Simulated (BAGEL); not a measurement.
**One shape, several levels: triplet CH6AlAs**

We compute a comparison of 3 runs (UHF/STO-3G, ROHF/6-31G*, UHF/6-31G*) of triplet CH6AlAs. 

The calculation is run with BAGEL 1.2.2.

1 further run of the same task is left out (set aside as unsound or not needed).

## 1. The molecule

The species is CH6AlAs (9 atoms), meant as a triplet with charge 0. SMILES of the parent species: `C[AsH][AlH2]`. The shape is that of a PBE0-D4/def2-TZVP optimisation. That shape belongs to the parent species and isn't relaxed for this state.

Bond lengths: C1–As2 1.984 Å, As2–Al3 2.423 Å, C1–H4 1.090 Å, C1–H5 1.090 Å, C1–H6 1.088 Å, As2–H7 1.524 Å, Al3–H8 1.588 Å, Al3–H9 1.590 Å. Some angles: C1–As2–Al3 99.6°, C1–As2–H7 98.0°, Al3–As2–H7 91.7°, As2–C1–H4 108.3°, As2–C1–H5 107.9°, As2–C1–H6 113.4°, As2–Al3–H8 119.6°, As2–Al3–H9 120.0°, H4–C1–H5 108.6°, H4–C1–H6 109.5°.

## 2. A single-point energy at UHF/STO-3G (density fitting with qzvpp-jkfit) (run 1)

hf.json reads:

```json
{ "bagel": [

{
  "title": "molecule",
  "basis": "sto-3g",
  "df_basis": "qzvpp-jkfit",
  "angstrom": "true",
  "geometry": [
    { "atom": "C", "xyz": [   -0.476000,    1.159700,   -0.848800 ] },
    { "atom": "As", "xyz": [    0.508200,   -0.554800,   -1.021900 ] },
    { "atom": "Al", "xyz": [    0.155300,   -1.450100,    1.201600 ] },
    { "atom": "H", "xyz": [   -0.278300,    1.758200,   -1.737700 ] },
    { "atom": "H", "xyz": [   -1.541200,    0.931500,   -0.812600 ] },
    { "atom": "H", "xyz": [   -0.203000,    1.727200,    0.038100 ] },
    { "atom": "H", "xyz": [    1.894100,   -0.044000,   -0.644900 ] },
    { "atom": "H", "xyz": [    1.212900,   -2.461900,    1.818100 ] },
    { "atom": "H", "xyz": [   -1.183400,   -1.112000,    1.991000 ] }
  ]
},
{
  "title": "uhf",
  "nopen": 2
},
{
  "title": "print",
  "file": "orbitals.molden",
  "orbitals": "true"
}

]}
```

Started as:

```console
$ BAGEL_NUM_THREADS=1 BAGEL hf.json > hf.out
```

What it wrote:

```text
* using 1 threads per process

  ===============================================================
  ===============================================================

  *** Geometry ***

  { "atom" : "C", "xyz" : [     -0.899510,      2.191515,     -1.604000 ] },
  { "atom" : "As", "xyz" : [      0.960359,     -1.048420,     -1.931111 ] },
  { "atom" : "Al", "xyz" : [      0.293474,     -2.740292,      2.270695 ] },
  { "atom" : "H", "xyz" : [     -0.525911,      3.322516,     -3.283777 ] },
  { "atom" : "H", "xyz" : [     -2.912446,      1.760280,     -1.535591 ] },
  { "atom" : "H", "xyz" : [     -0.383614,      3.263935,      0.071999 ] },
  { "atom" : "H", "xyz" : [      3.579330,     -0.083148,     -1.218684 ] },
  { "atom" : "H", "xyz" : [      2.292049,     -4.652317,      3.435711 ] },
  { "atom" : "H", "xyz" : [     -2.236302,     -2.101375,      3.762445 ] },

  Number of auxiliary basis functions:      577

  Since a DF basis is specified, we compute 2- and 3-index integrals:
    o Being stored without compression. Storage requirement is 0.007 GB

  Number of basis functions:       38
  Number of electrons      :       58

    * METHOD: MOLECULE                             0.28

  *** Open-shell HF ***

  === Nuclear Repulsion ===
   231.1797221086

      * DIIS with orbital gradients will be used.

  === UHF iteration (sto-3g) ===
      0      -2488.90271101          0.01239401           0.08
      1      -2488.95481767          0.00410849           0.08
      2      -2488.96616929          0.00207674           0.08
      3      -2488.97198947          0.00116720           0.08
      4      -2488.97521994          0.00076964           0.08
      5      -2488.97784690          0.00054478           0.08
      6      -2488.98063719          0.00030243           0.08
      7      -2488.98065318          0.00016042           0.08
      8      -2488.98090299          0.00010546           0.08
      9      -2488.98091761          0.00002219           0.08
     10      -2488.98092000          0.00001025           0.08
     11      -2488.98092043          0.00000583           0.08
     12      -2488.98092070          0.00000320           0.08
     13      -2488.98092078          0.00000115           0.08
     14      -2488.98092079          0.00000046           0.08
     15      -2488.98092079          0.00000015           0.08
     16      -2488.98092079          0.00000005           0.08
     17      -2488.98092079          0.00000002           0.08
     18      -2488.98092079          0.00000001           0.08
     19      -2488.98092079          0.00000001           0.08
    * SCF iteration converged.

    * S^2 (UHF) is 2.0081

    * Permanent dipole moment:
           (   -0.138289,    -0.844332,     1.990224) a.u.

    * METHOD: UHF                                  1.73

    * METHOD: PRINT                                0.00

  ===============================================================
```

Run time: 2.1 s. Hardware: 1 thread of Arm Neoverse V1, shared host.

## 3. The energy at ROHF/6-31G(d) (density fitting with qzvpp-jkfit, spherical functions) (run 2)

input.json reads:

```json
{ "bagel" : [

{
  "title" : "molecule",
  "basis" : "6-31gs.json",
  "df_basis" : "qzvpp-jkfit",
  "angstrom" : true,
  "geometry" : [
    { "atom" : "C", "xyz" : [      -0.476000,       1.159700,      -0.848800 ] },
    { "atom" : "As", "xyz" : [       0.508200,      -0.554800,      -1.021900 ] },
    { "atom" : "Al", "xyz" : [       0.155300,      -1.450100,       1.201600 ] },
    { "atom" : "H", "xyz" : [      -0.278300,       1.758200,      -1.737700 ] },
    { "atom" : "H", "xyz" : [      -1.541200,       0.931500,      -0.812600 ] },
    { "atom" : "H", "xyz" : [      -0.203000,       1.727200,       0.038100 ] },
    { "atom" : "H", "xyz" : [       1.894100,      -0.044000,      -0.644900 ] },
    { "atom" : "H", "xyz" : [       1.212900,      -2.461900,       1.818100 ] },
    { "atom" : "H", "xyz" : [      -1.183400,      -1.112000,       1.991000 ] }
  ]
},

{ "title" : "rohf", "nopen" : 2 },

{ "title" : "print", "file" : "orbitals.molden", "orbitals" : true }

]}
```

The basis set 6-31G* is read from a file made from the Basis Set Exchange's data (not shown).

Started as:

```console
$ BAGEL_NUM_THREADS=1 BAGEL input.json > input.out
```

What it wrote:

```text
* using 1 threads per process

  ===============================================================
  ===============================================================

  *** Geometry ***

  { "atom" : "C", "xyz" : [     -0.899510,      2.191515,     -1.604000 ] },
  { "atom" : "As", "xyz" : [      0.960359,     -1.048420,     -1.931111 ] },
  { "atom" : "Al", "xyz" : [      0.293474,     -2.740292,      2.270695 ] },
  { "atom" : "H", "xyz" : [     -0.525911,      3.322516,     -3.283777 ] },
  { "atom" : "H", "xyz" : [     -2.912446,      1.760280,     -1.535591 ] },
  { "atom" : "H", "xyz" : [     -0.383614,      3.263935,      0.071999 ] },
  { "atom" : "H", "xyz" : [      3.579330,     -0.083148,     -1.218684 ] },
  { "atom" : "H", "xyz" : [      2.292049,     -4.652317,      3.435711 ] },
  { "atom" : "H", "xyz" : [     -2.236302,     -2.101375,      3.762445 ] },

  Number of auxiliary basis functions:      577

  Since a DF basis is specified, we compute 2- and 3-index integrals:
    o Being stored without compression. Storage requirement is 0.027 GB

  Number of basis functions:       76
  Number of electrons      :       58

    * METHOD: MOLECULE                             0.38

  *** Open-shell HF ***

  === Nuclear Repulsion ===
   231.1797221086

      * DIIS with orbital gradients will be used.

  === ROHF iteration (6-31gs.json) ===
      0      -2516.91960538          0.02078772           0.18
      1      -2516.99836589          0.01008290           0.18
      2      -2517.01734243          0.00457967           0.18
      3      -2517.02322033          0.00175837           0.18
      4      -2517.02666646          0.00071670           0.18
      5      -2517.02784930          0.00034121           0.18
      6      -2517.02809599          0.00015992           0.18
      7      -2517.02815003          0.00009190           0.17
      8      -2517.02816518          0.00005693           0.17
      9      -2517.02817711          0.00004001           0.18
     10      -2517.02818260          0.00002094           0.18
     11      -2517.02818706          0.00000812           0.18
     12      -2517.02819295          0.00000391           0.18
     13      -2517.02819425          0.00000208           0.18
     14      -2517.02819423          0.00000125           0.18
     15      -2517.02819412          0.00000063           0.18
     16      -2517.02819422          0.00000034           0.18
     17      -2517.02819422          0.00000018           0.18
     18      -2517.02819424          0.00000010           0.17
     19      -2517.02819425          0.00000005           0.17
     20      -2517.02819426          0.00000003           0.17
     21      -2517.02819426          0.00000001           0.17
     22      -2517.02819426          0.00000001           0.18
    * SCF iteration converged.

    * S^2 (ROHF) is 2.0000

    * Permanent dipole moment:
           (   -0.048337,    -1.143789,     2.243974) a.u.

    * METHOD: ROHF                                 4.30

    * METHOD: PRINT                                0.02

  ===============================================================
```

Run time: 5.1 s. Hardware: 1 thread of Arm Neoverse V1, shared host; peak memory 0.14 GiB.

## 4. The energy at UHF/6-31G(d) (density fitting with qzvpp-jkfit, spherical functions) (run 3)

hf.json reads:

```json
{ "bagel": [

{
  "title": "molecule",
  "basis": "6-31gs.json",
  "df_basis": "qzvpp-jkfit",
  "angstrom": true,
  "geometry": [
    { "atom": "C", "xyz": [      -0.476000,       1.159700,      -0.848800 ] },
    { "atom": "As", "xyz": [       0.508200,      -0.554800,      -1.021900 ] },
    { "atom": "Al", "xyz": [       0.155300,      -1.450100,       1.201600 ] },
    { "atom": "H", "xyz": [      -0.278300,       1.758200,      -1.737700 ] },
    { "atom": "H", "xyz": [      -1.541200,       0.931500,      -0.812600 ] },
    { "atom": "H", "xyz": [      -0.203000,       1.727200,       0.038100 ] },
    { "atom": "H", "xyz": [       1.894100,      -0.044000,      -0.644900 ] },
    { "atom": "H", "xyz": [       1.212900,      -2.461900,       1.818100 ] },
    { "atom": "H", "xyz": [      -1.183400,      -1.112000,       1.991000 ] }
  ]
},

{
  "title": "uhf",
  "nopen": 2
},

{
  "title": "print",
  "file": "orbitals.molden",
  "orbitals": true
}

]}
```

The basis set 6-31G* is read from a file made from the Basis Set Exchange's data (not shown).

Started as:

```console
$ BAGEL_NUM_THREADS=1 BAGEL hf.json > hf.out
```

What it wrote:

```text
* using 1 threads per process

  ===============================================================
  ===============================================================

  *** Geometry ***

  { "atom" : "C", "xyz" : [     -0.899510,      2.191515,     -1.604000 ] },
  { "atom" : "As", "xyz" : [      0.960359,     -1.048420,     -1.931111 ] },
  { "atom" : "Al", "xyz" : [      0.293474,     -2.740292,      2.270695 ] },
  { "atom" : "H", "xyz" : [     -0.525911,      3.322516,     -3.283777 ] },
  { "atom" : "H", "xyz" : [     -2.912446,      1.760280,     -1.535591 ] },
  { "atom" : "H", "xyz" : [     -0.383614,      3.263935,      0.071999 ] },
  { "atom" : "H", "xyz" : [      3.579330,     -0.083148,     -1.218684 ] },
  { "atom" : "H", "xyz" : [      2.292049,     -4.652317,      3.435711 ] },
  { "atom" : "H", "xyz" : [     -2.236302,     -2.101375,      3.762445 ] },

  Number of auxiliary basis functions:      577

  Since a DF basis is specified, we compute 2- and 3-index integrals:
    o Being stored without compression. Storage requirement is 0.027 GB

  Number of basis functions:       76
  Number of electrons      :       58

    * METHOD: MOLECULE                             0.38

  *** Open-shell HF ***

  === Nuclear Repulsion ===
   231.1797221086

      * DIIS with orbital gradients will be used.

  === UHF iteration (6-31gs.json) ===
      0      -2516.91960538          0.02078772           0.18
      1      -2517.00255031          0.00998531           0.17
      2      -2517.02201716          0.00452936           0.18
      3      -2517.02800700          0.00172965           0.17
      4      -2517.03183968          0.00065413           0.18
      5      -2517.03314178          0.00026530           0.17
      6      -2517.03336887          0.00010803           0.17
      7      -2517.03340374          0.00004920           0.17
      8      -2517.03341733          0.00002124           0.18
      9      -2517.03341976          0.00001563           0.17
     10      -2517.03342116          0.00001074           0.17
     11      -2517.03342182          0.00000516           0.17
     12      -2517.03342187          0.00000265           0.18
     13      -2517.03342188          0.00000141           0.17
     14      -2517.03342189          0.00000086           0.18
     15      -2517.03342189          0.00000050           0.17
     16      -2517.03342189          0.00000030           0.18
     17      -2517.03342190          0.00000021           0.17
     18      -2517.03342190          0.00000014           0.17
     19      -2517.03342190          0.00000010           0.17
     20      -2517.03342190          0.00000005           0.17
     21      -2517.03342190          0.00000003           0.17
     22      -2517.03342190          0.00000002           0.17
     23      -2517.03342190          0.00000001           0.17
     24      -2517.03342190          0.00000001           0.18
    * SCF iteration converged.

    * S^2 (UHF) is 2.0219

    * Permanent dipole moment:
           (   -0.086627,    -1.220713,     2.236385) a.u.

    * METHOD: UHF                                  4.62

    * METHOD: PRINT                                0.01

  ===============================================================
```

Run time: 5.4 s. Hardware: 1 thread of Arm Neoverse V1, shared host; peak memory 0.14 GiB.

## 5. The series

```
run                                                                level   energy (Eh)  dipole moment (D)   ⟨S²⟩  wall time
  1                        UHF/STO-3G (density fitting with qzvpp-jkfit)  -2488.980921               5.51  2.008      2.1 s
  2  ROHF/6-31G* (density fitting with qzvpp-jkfit, spherical functions)  -2517.028194               6.40  2.000      5.1 s
  3   UHF/6-31G* (density fitting with qzvpp-jkfit, spherical functions)  -2517.033422               6.48  2.022      5.4 s
```

## 6. Results

| quantity | value |
| --- | --- |
| run 3: total energy | -2517.03342 Eh |
| run 3: dipole moment | 6.48 D |
| run 3: ⟨S²⟩ | 2.022 |

**Reading.** The dipole moment (its size) runs from 5.51 D (UHF/STO-3G) to 6.48 D (UHF/6-31G*). In run 1 the basis is minimal, so the values are rough. All runs together took 13 s, the longest 5.4 s.
